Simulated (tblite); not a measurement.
# C7H10BBr: the cost of one run

Programs: tblite 0.8.0 and PySCF 2.14.0, with density-fitted response routines of our own. Each step states its level of theory. These are calculated values for one molecule in the gas phase, unless marked as measured. Atoms are numbered from 0 throughout.

**1. Starting geometry**

19 atoms, charge 0, multiplicity 1; geometry from: force field or distance geometry start.

Bonds of the start (Å): C0–C1 1.22, C1–C2 1.45, C2–C3 1.53, C3–C4 1.55, C4–C5 1.53, C5–C6 1.52, C6–B7 1.59, B7–Br8 2.01, C6–C2 1.50, C0–H9 1.07, C2–H10 1.10, C3–H11 1.10, C3–H12 1.10, C4–H13 1.12, C4–H14 1.09, C5–H15 1.09, C5–H16 1.11, C6–H17 1.09, B7–H18 1.20.

**2. Optimising the geometry with GFN2-xTB**

Job settings and geometry (Å):

```
{"job": {"kind": "relax", "xc": "GFN2-xTB", "basis": "xTB"}, "charge": 0, "multiplicity": 1}
C      1.736800     2.221100    -0.189800
C      0.864200     1.462000    -0.580700
C     -0.158600     0.536500    -1.031900
C     -1.414400     0.820200    -0.204300
C     -1.005400     0.074500     1.095000
C     -0.735400    -1.292700     0.463200
C      0.162700    -0.891300    -0.698600
B      1.666900    -1.062200    -0.201500
Br     1.947800    -1.236400     1.781300
H      2.473700     2.916200     0.150900
H     -0.332200     0.703600    -2.104800
H     -2.278700     0.328800    -0.671600
H     -1.567700     1.884100     0.038800
H     -0.037300     0.478600     1.492200
H     -1.808900     0.049600     1.824000
H     -1.652200    -1.739800     0.082900
H     -0.181500    -1.929400     1.187200
H     -0.028900    -1.517300    -1.573900
H      2.339100    -1.796700    -0.866000
```

Started as:

```bash
$ OMP_NUM_THREADS=1 python probes_run.py task.json out
```

This one command runs all jobs of the session in turn.

Q: Estimate the wall time and peak memory of this first job on 1 thread of Arm Neoverse N1, shared host.

About 1 s, with a peak of 0.18 GiB.
